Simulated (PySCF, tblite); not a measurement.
# CH₁₃NSi₄: geometry, infrared bands and NMR shifts

What infrared bands and NMR shifts should CH₁₃NSi₄ (`C[SiH2][Si@H]([SiH3])N[SiH3]`) show?

Computed with tblite 0.8.0 and PySCF 2.14.0, with density-fitted response routines of our own, on a single molecule in the gas phase. Atoms count from 0, in the outputs and in this text.

## (1) The molecule as given

19 atoms, charge 0, multiplicity 1; geometry from: force field or distance geometry start.

Bonds of the start (Å): C0–Si1 1.88, Si1–Si2 2.23, Si2–Si3 2.23, Si2–N4 1.79, N4–Si5 1.79, C0–H6 1.11, C0–H7 1.10, C0–H8 1.11, Si1–H9 1.46, Si1–H10 1.49, Si2–H11 1.48, Si3–H12 1.48, Si3–H13 1.46, Si3–H14 1.46, N4–H15 1.05, Si5–H16 1.47, Si5–H17 1.46, Si5–H18 1.45.

## (2) Optimising the geometry with GFN2-xTB

What the job is given:

```
{"job": {"kind": "relax", "xc": "GFN2-xTB", "basis": "xTB"}, "charge": 0, "multiplicity": 1}
C      2.899900     0.097500     0.063000
Si     1.724200    -0.351600    -1.331800
Si    -0.402700     0.035300    -0.788900
Si    -0.655000     2.110900    -0.016700
N     -0.877400    -1.217900     0.399900
Si    -2.662800    -1.284800     0.526700
H      3.657200    -0.691300     0.249100
H      3.441000     1.015600    -0.227400
H      2.353700     0.243800     1.016000
H      2.061700     0.372100    -2.549600
H      1.817200    -1.818200    -1.551300
H     -1.269100    -0.094700    -1.987300
H     -0.481500     2.194400     1.448800
H     -2.017800     2.534100    -0.334600
H      0.281000     2.996500    -0.694500
H     -0.511400    -2.141400     0.062200
H     -3.001000    -2.368600     1.460900
H     -3.106500     0.001900     1.048400
H     -3.260400    -1.624100    -0.755000
```

Launch:

```
$ OMP_NUM_THREADS=1 python probes_run.py task.json out
```

The driver reads the jobs from task.json and runs them one after another.

Log:

```text
step      E/eV     max force
  0    -506.18554    1.668
  1    -506.32692    1.146
  2    -506.40039    0.589
  3    -506.43634    0.644
  4    -506.53486    0.679
  5    -506.57942    0.486
  6    -506.60797    0.539
  7    -506.63470    0.448
  8    -506.65850    0.374
  9    -506.67858    0.426
 10    -506.69578    0.392
 11    -506.71053    0.346
 12    -506.72170    0.268
 13    -506.72849    0.216
 14    -506.73312    0.172
 15    -506.73777    0.178
 16    -506.74285    0.235
 17    -506.74718    0.269
 18    -506.75057    0.188
 19    -506.75341    0.149
 20    -506.75607    0.118
 21    -506.75865    0.168
 22    -506.76076    0.153
 23    -506.76251    0.091
 24    -506.76453    0.114
 25    -506.76704    0.139
 26    -506.76975    0.173
 27    -506.77195    0.132
 28    -506.77334    0.086
 29    -506.77435    0.073
 30    -506.77544    0.089
 31    -506.77661    0.094
 32    -506.77756    0.078
 33    -506.77825    0.061
 34    -506.77888    0.066
 35    -506.77963    0.077
 36    -506.78055    0.084
 37    -506.78146    0.077
 38    -506.78221    0.062
 39    -506.78293    0.073
 40    -506.78389    0.079
 41    -506.78524    0.115
 42    -506.78677    0.119
 43    -506.78807    0.080
 44    -506.78918    0.079
 45    -506.79039    0.092
 46    -506.79207    0.152
 47    -506.79416    0.176
 48    -506.79596    0.143
 49    -506.79715    0.089
 50    -506.79801    0.092
 51    -506.79885    0.097
 52    -506.79982    0.073
 53    -506.80078    0.074
 54    -506.80155    0.075
 55    -506.80219    0.074
 56    -506.80270    0.068
 57    -506.80334    0.069
 58    -506.80409    0.053
 59    -506.80476    0.058
 60    -506.80543    0.066
 61    -506.80623    0.063
 62    -506.80699    0.066
 63    -506.80777    0.063
 64    -506.80851    0.057
 65    -506.80913    0.045
 66    -506.80959    0.043
 67    -506.80996    0.048
 68    -506.81031    0.047
 69    -506.81071    0.054
 70    -506.81113    0.060
 71    -506.81163    0.057
 72    -506.81209    0.044
 73    -506.81253    0.037
 74    -506.81278    0.048
 75    -506.81337    0.070
 76    -506.81398    0.075
 77    -506.81478    0.081
 78    -506.81545    0.053
 79    -506.81592    0.047
 80    -506.81623    0.039
 81    -506.81656    0.066
 82    -506.81694    0.067
 83    -506.81765    0.065
 84    -506.81904    0.093
 85    -506.81986    0.081
 86    -506.82037    0.057
 87    -506.82064    0.045
 88    -506.82094    0.050
 89    -506.82135    0.060
 90    -506.82190    0.071
 91    -506.82237    0.055
 92    -506.82271    0.046
 93    -506.82294    0.036
 94    -506.82312    0.041
 95    -506.82324    0.023
 96    -506.82332    0.020
 97    -506.82339    0.021
 98    -506.82346    0.020
 99    -506.82351    0.021
100    -506.82357    0.019
101    -506.82362    0.017
102    -506.82367    0.014
103    -506.82369    0.009
```

Wall time 0.65 s (1 thread of AMD EPYC 9R45, shared host).

The steps of the relaxation: (not every step is listed)

```csv
step,energy from step 0 (eV),largest force (eV/Å)
0,0.0000,1.6676
1,-0.1414,1.1463
2,-0.2149,0.5892
3,-0.2508,0.6440
4,-0.3493,0.6791
5,-0.3939,0.4856
6,-0.4224,0.5391
7,-0.4492,0.4476
8,-0.4730,0.3737
17,-0.5616,0.2688
26,-0.5842,0.1731
35,-0.5941,0.0768
44,-0.6036,0.0787
53,-0.6152,0.0736
62,-0.6214,0.0661
71,-0.6261,0.0565
80,-0.6307,0.0385
89,-0.6358,0.0598
98,-0.6379,0.0198
99,-0.6380,0.0214
100,-0.6380,0.0187
101,-0.6381,0.0168
102,-0.6381,0.0142
103,-0.6381,0.0085
```

Close pairs (by a distance rule), those that changed most:

```csv
bond,before (Å),after (Å),change (Å)
Si1–Si2,2.229,2.323,+0.094
Si2–Si3,2.229,2.317,+0.088
N4–Si5,1.791,1.729,-0.062
N4–H15,1.049,1.008,-0.041
Si2–N4,1.791,1.751,-0.041
C0–H6,1.109,1.086,-0.023
C0–Si1,1.879,1.902,+0.023
C0–H8,1.108,1.087,-0.022
```

The next job starts from the end point, and lists it.

## (3) Vibrational analysis with GFN2-xTB

What the job is given:

```
{"job": {"kind": "ir", "xc": "GFN2-xTB", "basis": "xTB"}, "charge": 0, "multiplicity": 1}
C      2.926546     0.086806     0.076165
Si     1.822060    -0.574456    -1.323780
Si    -0.379353     0.100734    -1.017484
Si    -0.767994     2.138839     0.014299
N     -1.121027    -1.155736    -0.049855
Si    -2.728338    -1.275453     0.576807
H      3.965810    -0.193091    -0.068501
H      2.883344     1.171364     0.128882
H      2.615341    -0.299438     1.042921
H      2.381850    -0.069394    -2.587288
H      2.032194    -2.034505    -1.370891
H     -1.069933     0.090621    -2.335562
H     -0.554076     2.132781     1.465523
H     -2.106338     2.706377    -0.186037
H      0.167206     3.142046    -0.516570
H     -0.642022    -2.041960    -0.080471
H     -2.669462    -2.271298     1.647966
H     -3.074457     0.056026     1.068716
H     -3.691157    -1.701011    -0.446811
```

Log:

```text
mode    cm-1     km/mol
  1       7.3      0.12
  2      39.5      0.76
  3      62.4      0.22
  4      68.9      0.49
  5      82.7      0.93
  6      97.9      1.51
  7     118.6      2.16
  8     139.3      0.24
  9     189.7      3.68
 10     216.2      6.08
 11     353.5     33.87
 12     374.4     18.72
 13     377.6     25.49
 14     423.7     12.28
 15     436.0     45.98
 16     503.7      6.90
 17     558.6     45.03
 18     560.6     11.65
 19     572.6     11.78
 20     604.2    507.21
 21     652.7    278.58
 22     663.2     80.22
 23     706.0    203.72
 24     742.1     60.21
 25     762.5    129.31
 26     789.2    478.65
 27     802.3    168.89
 28     809.1    236.95
 29     816.2    397.23
 30     820.1    445.65
 31     823.7     38.31
 32     831.9    111.18
 33     838.4     22.38
 34     968.9    307.09
 35    1208.3    204.84
 36    1373.8      7.14
 37    1492.3      0.09
 38    1495.3      1.01
 39    2008.9    325.22
 40    2141.7    312.96
 41    2182.7    103.80
 42    2190.6    602.33
 43    2204.5    221.55
 44    2212.9    455.12
 45    2222.7    269.64
 46    2249.2    305.97
 47    2271.8    285.45
 48    3030.1     35.54
 49    3032.8     32.47
 50    3039.7     13.91
 51    3460.8      1.26
```

Wall time 0.62 s (1 thread of AMD EPYC 9R45, shared host).

The strongest bands and the atoms that carry them (share of the mass-weighted mode):

```csv
cm⁻¹,km/mol,atoms
604,507.2,"H11 67 %, Si2 14 %"
789,478.6,"H12 26 %, H13 23 %, H14 22 %"
816,397.2,"H16 17 %, H18 16 %, H14 15 %, H17 13 %"
820,445.6,"H14 36 %, H12 22 %"
2009,325.2,H11 96 %
2142,313.0,H10 94 %
2191,602.3,"H14 80 %, H9 15 %"
2213,455.1,H13 82 %
```

## (4) NMR shieldings: PBE0/pcSseg-1

The job, as its differences from that of step 3:

```diff
@@ -1,2 +1,2 @@
-{"job": {"kind": "ir", "xc": "GFN2-xTB", "basis": "xTB"}, "charge": 0, "multiplicity": 1}
+{"job": {"kind": "nmr", "xc": "PBE0", "basis": "pcSseg-1"}, "charge": 0, "multiplicity": 1}
 C      2.926546     0.086806     0.076165
```

Level: GIAO PBE0/pcSseg-1 NMR shielding, non-relativistic, gas phase.

Log:

```text
coarse grid: 16704 points
cycle   1  E = -1257.9230815167  dE =  1.142e-02  |g| = 5.300e-01  |ddm| = 3.797e+00
cycle   2  E = -1257.8592100250  dE =  6.387e-02  |g| = 7.406e-01  |ddm| = 1.155e+00
cycle   3  E = -1257.9851262092  dE = -1.259e-01  |g| = 7.942e-02  |ddm| = 8.029e-01
cycle   4  E = -1257.9864466539  dE = -1.320e-03  |g| = 3.036e-02  |ddm| = 1.127e-01
cycle   5  E = -1257.9866780663  dE = -2.314e-04  |g| = 5.668e-03  |ddm| = 3.144e-02
cycle   6  E = -1257.9866865614  dE = -8.495e-06  |g| = 9.188e-04  |ddm| = 8.518e-03
final grid: 139744 points
cycle   7  E = -1258.0156771759  dE = -1.713e-05  |g| = 6.957e-03  |ddm| = 2.090e-02
cycle   8  E = -1258.0156667761  dE =  1.040e-05  |g| = 9.599e-03  |ddm| = 1.516e-02
cycle   9  E = -1258.0156882508  dE = -2.147e-05  |g| = 8.874e-04  |ddm| = 9.089e-03
cycle  10  E = -1258.0156884030  dE = -1.522e-07  |g| = 2.478e-04  |ddm| = 9.708e-04
cycle  11  E = -1258.0156884176  dE = -1.463e-08  |g| = 3.479e-05  |ddm| = 2.417e-04
cycle  12  E = -1258.0156884179  dE = -2.631e-10  |g| = 1.060e-05  |ddm| = 6.674e-05
converged SCF energy = -1258.0156884179

GIAO shielding tensors (ppm)
atom      isotropic    diamagn.    paramagn.     s11        s22        s33       span
  0 C      196.394     253.894     -57.500    190.390    197.859    200.932     10.543
  1 Si     420.397     881.233    -460.836    396.430    407.863    456.899     60.469
  2 Si     394.943     881.352    -486.409    340.964    370.912    472.954    131.990
  3 Si     467.835     881.590    -413.754    444.121    474.835    484.550     40.429
  4 N      277.147     325.823     -48.675    249.129    260.604    321.709     72.580
  5 Si     402.763     880.032    -477.269    357.201    382.078    469.009    111.807
  6 H       31.299      28.137       3.162     26.051     27.873     39.973     13.922
  7 H       31.602      31.915      -0.313     26.436     29.933     38.438     12.003
  8 H       31.453      33.123      -1.669     26.860     29.697     37.803     10.943
  9 H       27.705      29.627      -1.923     24.278     25.656     33.179      8.901
 10 H       27.673      30.183      -2.510     24.287     25.968     32.764      8.477
 11 H       26.231      29.993      -3.763     22.852     24.543     31.297      8.444
 12 H       28.148      30.823      -2.675     25.378     26.019     33.047      7.669
 13 H       27.845      29.810      -1.965     24.319     25.789     33.425      9.106
 14 H       28.370      30.042      -1.672     24.640     26.715     33.756      9.115
 15 H       32.730      34.623      -1.893     21.607     31.982     44.600     22.993
 16 H       27.002      29.079      -2.076     23.103     25.157     32.747      9.643
 17 H       27.146      30.090      -2.944     23.037     27.416     30.984      7.947
 18 H       26.954      28.378      -1.425     23.178     24.798     32.885      9.707
```

Wall time 23 s (1 thread of AMD EPYC 9R45, shared host); peak memory 0.81 GiB.

Shifts follow as δ = σ(reference) − σ, with reference shieldings (ppm) from runs at the same level and on the same kind of geometry: 1H TMS 31.72, 13C TMS 186.9, 29Si TMS 349.2, 15N NH3 267.7. The references are single molecules in the gas phase, so shifts against H2O, NH3, PH3, H3PO4 or CFCl3 are not on the usual liquid scales and can be off by tens of ppm. Atoms listed in one row are averaged.

```csv
atoms,environment,σ (ppm),δ (ppm),δ scaled to CDCl3
C0,methyl carbon bonded to Si,196.4,-9.5,-11.2
H11,"hydrogen on a silicon bonded to N, 2 Si",26.23,5.49,–
"H16, H17, H18",hydrogen on a silicon bonded to N,27.03,4.68,–
H10,"hydrogen on a silicon bonded to C, Si",27.67,4.04,–
H9,"hydrogen on a silicon bonded to C, Si",27.70,4.01,–
"H12, H13, H14",hydrogen on a silicon bonded to Si,28.12,3.60,–
"H6, H7, H8",hydrogen on a methyl carbon bonded to Si,31.45,0.27,0.36
H15,hydrogen on a nitrogen bonded to 2 Si,32.73,-1.01,–
Si2,"silicon bonded to N, 2 Si, H",394.9,-45.8,–
Si5,"silicon bonded to N, 3 H",402.8,-53.6,–
Si1,"silicon bonded to C, Si, 2 H",420.4,-71.2,–
Si3,"silicon bonded to Si, 3 H",467.8,-118.7,–
N4,"nitrogen bonded to 2 Si, H",277.1,-9.4,–
```

The scaled column applies a straight-line fit of computed shieldings to shifts measured in CDCl3 (root-mean-square error 0.16 ppm for H, 1.9 ppm for C).

The run also stored atomic charges by several schemes (e):

```csv
atoms,Mulliken,IAO,Hirshfeld,ESP fit
C0,-0.62,-0.70,-0.21,-0.44
Si1,0.31,0.46,0.25,0.38
Si2,0.33,0.46,0.22,0.21
Si3,0.16,0.27,0.20,0.23
N4,-0.84,-0.93,-0.34,-0.68
Si5,0.63,0.76,0.35,0.54
```

Mayer bond orders: C0–Si1 0.95, Si1–Si2 0.91, Si2–Si3 0.90, Si2–N4 0.90, N4–Si5 0.97.

Orbitals, density, ELF and potential are computed afterwards from the orbital file.

Frontier orbitals at PBE0/pcSseg-1, with the share of their density that lies nearest to each atom:

```csv
orbital,energy (eV),lies on
HOMO,-7.21,N4 52 %; H11 14 %; H18 8 %
LUMO,-0.79,"Si2 21 %; Si1, Si3 about 9 % each; H10 10 %"
```

ELF in a plane through or near 6 of the atoms.

Ten even steps from ' ' (0.00) to '@' (1.00):
```
                                                        
                                                        
                      --++::      ....                  
                    ##@@@@@@==..**@@@@**..              
                  --@@@@@@@@%%==@@@@@@@@++              
                  ..##@@@@@@--..@@@@@@@@--              
                      --++++..  ++%%%%::                
                        ==%%@@%%**--..                  
                      ::++****##**..    ....            
              ..::::==%%**::%%--::..    ....            
              ----..  %%@@..**..**==::..--****==..      
            ..--..**##..@@++--##%%##++--%%@@@@@@##..    
              ..::....====....==####====@@@@@@@@@@..    
              --@@@@@@@@::    --==--....##@@@@@@**      
              **@@@@@@@@--    ::::      ..++**--        
              --%%@@@@@@..                              
                  --::                                  
                                                        
                                                        
                                                        
```
The map spans 12.9 Å across and 11.3 Å up, centred on the molecule. Atoms in the plane (x, y in Å): Si1 (-1.9, -0.9), Si2 (0.2, 0.1), H10 (-1.9, -2.3), H13 (1.7, 2.9), H14 (-0.6, 3.1), H18 (3.8, -1.3).

log10 of the density (e/Å³) in the same plane.

Ten even steps from '0' (-4.0) to '9' (1.7):
```
0000000000000000000000000000
0000000000111111111000000000
0000000001233333332210000000
0000000012345544444321000000
0000000013456655665432000000
0000000013456666676432000000
0000001122345666665432100000
0000012333345666554332210000
0000123344445666544333321000
0001234455556797554444332100
0001234567666787655555543200
0001234569966666666566653210
0001234567765556665567654210
0000123457764445554455543210
0000013456654334433334332100
0000012344443211111122211000
0000001122221100000000000000
0000000011110000000000000000
0000000000000000000000000000
0000000000000000000000000000
```
The map spans 12.9 Å across and 11.3 Å up, centred on the molecule. Atoms in the plane (x, y in Å): Si1 (-1.9, -0.9), Si2 (0.2, 0.1), H10 (-1.9, -2.3), H13 (1.7, 2.9), H14 (-0.6, 3.1), H18 (3.8, -1.3).

On the surface of density 0.002 e/bohr³ the electrostatic potential runs, from the 1st to the 99th percentile, from -0.42 V near N4 to 1.44 V near H15.

## (5) Summary of results

| quantity | value |
| --- | --- |
| strongest single infrared mode (GFN2-xTB) | 2191 cm⁻¹, 602 km/mol |
| zero-point energy (GFN2-xTB) | 78.1 kcal/mol |
| 13C shifts against TMS (PBE0/pcSseg-1) | -9.5 ppm |
| 1H shifts against TMS (PBE0/pcSseg-1, means over atoms taken as alike) | 5.49, 4.68, 4.04, 4.01, 3.60, 0.27, -1.01 ppm |
| 29Si shifts against TMS (PBE0/pcSseg-1) | -45.8, -53.6, -71.2, -118.7 ppm |
| 15N shifts against NH3 (PBE0/pcSseg-1) | -9.4 ppm |
| surface potential, 1st and 99th percentile | -0.42 V and 1.44 V |

In words: Over 103 steps the energy fell by 0.638 eV; of the close pairs, Si1–Si2 changed most, 2.229 to 2.323 Å. All 51 modes are real, so the xTB geometry is a minimum. The strongest single mode, at 2191 cm⁻¹, moves mainly H14. Unscaled tight-binding wavenumbers are off by several per cent, some by more. Its intensities can rank the bands wrongly. At PBE0/pcSseg-1: The widest tensor belongs to Si2: span 132 ppm, with a paramagnetic part of -486 ppm. By nearest atom (PBE0/pcSseg-1), the HOMO sits on N4 52 %; H11 14 % and the LUMO on Si2 21 %; Si1, Si3 about 9 % each.
